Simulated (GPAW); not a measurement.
The system is SnO2.

```xyz
6
Lattice="4.7380 0.0000 0.0000 0.0000 4.7380 0.0000 0.0000 0.0000 3.1865" Properties=species:S:1:pos:R:3 pbc="T T T"
Sn    0.0000    0.0000    0.0000
Sn    2.3690    2.3690    1.5933
O     1.4550    1.4550    0.0000
O     0.9140    3.8240    1.5933
O     3.2830    3.2830    0.0000
O     3.8240    0.9140    1.5933
```

Base run:

| Item | Value |
| --- | --- |
| Program | GPAW 26.7.0 |
| Functional | LDA |
| Potentials or basis | the program's PAW data sets (release 1.2.1) made for this functional |
| Cutoff | 600 eV |
| Basis | pw |
| k mesh | 6 × 6 × 8 |
| Occupations | fermi-dirac, width 0.05 eV |
| Spin | no spin polarisation |

Its results: band gap on the k mesh 1.16 eV, direct.

**Question.** The run is repeated on the same cell with these changes: functional from LDA to GLLB-SC; band points from 60 to 80. What comes out?

**Answer.** Band gap on the k mesh with the derivative discontinuity 3.40 eV.

Caveats: spin-orbit coupling is left out, which moves the levels of the heavy elements; the GLLB-SC gap is the Kohn-Sham gap of the path plus the derivative discontinuity (some runs); a model potential gives levels but no total energy (some runs).
